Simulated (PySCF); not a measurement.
# C5H4F2: the cost of one run

Programs: PySCF 2.14.0, with density-fitted response routines of our own. Each step states its level of theory. These are calculated values for one molecule in the gas phase, unless marked as measured. Atoms are numbered from 0 throughout.

## 1. The molecule as given

11 atoms, charge 0, multiplicity 1; geometry from: GFN2-xTB. The atoms were then displaced at random by about 0.01 Å, so the start is not that level's minimum.

Bonds of the start (Å): F0–C1 1.37, C1–C2 1.35, C2–C3 1.45, C3–C4 1.47, C4–C5 1.34, C5–F6 1.34, C5–C1 1.46, C2–H7 1.07, C3–H8 1.09, C3–H9 1.12, C4–H10 1.07.

## 2. Relaxing the molecule at PBE0-D3(BJ)/def2-SVP

Job settings and geometry (Å):

```
{"job": {"xc": "PBE0", "basis": "def2-SVP", "d3": "d3bj", "grid": 1, "shake": 0.01, "kind": "geom"}, "charge": 0, "multiplicity": 1}
F      2.516790    -0.681160     0.263730
C      1.201110    -0.341500     0.128040
C      0.134070    -1.144720     0.312430
C     -1.058890    -0.360840     0.059650
C     -0.597080     0.990070    -0.308170
C      0.740000     0.990470    -0.254450
F      1.574590     2.003860    -0.509140
H      0.186420    -2.169240     0.604610
H     -1.681110    -0.797290    -0.726410
H     -1.740650    -0.336700     0.953070
H     -1.237140     1.821230    -0.539010
```

Command:

```
$ OMP_NUM_THREADS=1 python probes_run.py task.json out
```

This one command runs all jobs of the session in turn.

**Question.** How long does this first job take on 1 thread of Arm Neoverse V1, shared host, and how much memory does it need?

About 37 s, with a peak of 0.52 GiB.
